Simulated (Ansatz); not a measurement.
# YSe, space group Fm-3m: an SCF with error handling

Program: Ansatz's Python interface.

`run_robust.py`:
```python
'''Refuse a result for YSe that has doubts or was not closed by its thresholds.'''

import warnings

import ansatz as az

structure = (
    az.Lattice.fcc(5.703)
    .space_group(225)
    .atom('Y', [0.5, 0.0, 0.0])
    .atom('Se', [0.0, 0.0, 0.0])
    .primitive()
)

calc = (
    structure.calculation()
    .functional(az.Functional.R2SCAN)
    .basis(630)
    .kpoints(6, center='gamma')
    .occupations('methfessel_paxton', width=0.15)
    .scf(lower_state_search='off')
)

with warnings.catch_warnings(record=True) as caught:
    warnings.simplefilter('always')
    res = calc.forces().stress().run(threads=1, pin='off')
for item in caught:
    if issubclass(item.category, (az.RunWarning, az.DeckWarning)):
        print(item.category.__name__, '-', str(item.message)[:120])
data = res.report
doubts = data['published_state_doubts']
if doubts or data.get('closed_by') != 'deck_thresholds':
    print('rejected:', doubts, data.get('closed_by'))
else:
    print(f'accepted: F = {data["free_energy_ev"]:.5f} eV')
```

```console
$ python run_robust.py
accepted: F = -9341.90247 eV
```

Caveats:
- These settings explore the input space; cutoff and mesh may be short of convergence.
- The mesh is modest for a metal, so energies can be off by several to tens of meV an atom and pressures by half a GPa or more; differences at equal mesh fare better.
- The starting cell is as deposited in a crystallographic database; the results hold for this polymorph, which needn't be the stable one.
- Run time: 3.1 s on 1 thread of Intel(R) Xeon(R) Platinum 8488C (Sapphire Rapids), on a shared host, peak memory 0.61 GiB.
